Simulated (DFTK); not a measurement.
HPbNO4:

```
CELL_PARAMETERS angstrom
3.85404 0.14384 0.09012
-0.25320 5.52698 0.16471
-0.48197 -1.92720 5.72025
ATOMIC_POSITIONS crystal
H 0.10913 0.65718 0.54463
Pb 0.61029 0.52127 0.15100
N 0.91580 0.96263 0.95867
O 0.01384 0.13639 0.88084
O 0.72398 0.01057 0.12858
O 0.00389 0.73732 0.87043
O 0.11927 0.59324 0.37651
```

The cell was built by a generator and needn't be a form met in nature.

Base run:

* Program: DFTK 0.8.2
* Functional: PBE
* Potentials or basis: dojo.nc.sr.pbe.v0_4_1.standard.upf (PBE)
* Cutoff: 1143 eV
* k mesh: 7 × 5 × 5
* Occupations: fermi-dirac, width 0.05 eV
* Spin: no spin polarisation

Its results: band gap on the k mesh 3.13 eV, indirect (least direct gap 3.22 eV); pressure 0.0 GPa; largest force 0.209 eV/Å.

Question: The run is repeated on the same cell with these changes: k mesh from 7 × 5 × 5 to 4 × 3 × 3. What comes out?

Answer: Band gap on the k mesh 3.20 eV, indirect (least direct gap 3.29 eV); pressure 0.0 GPa; largest force 0.208 eV/Å.

Caveats: spin-orbit coupling is left out, which as a rule narrows the gap of such compounds by several tenths of an eV; an odd mesh through Γ misses points on the zone boundary, where band edges often lie (some runs); the mesh misses the band edges, which the band path finds closer together (some runs).

Not every run made on this cell is shown here.
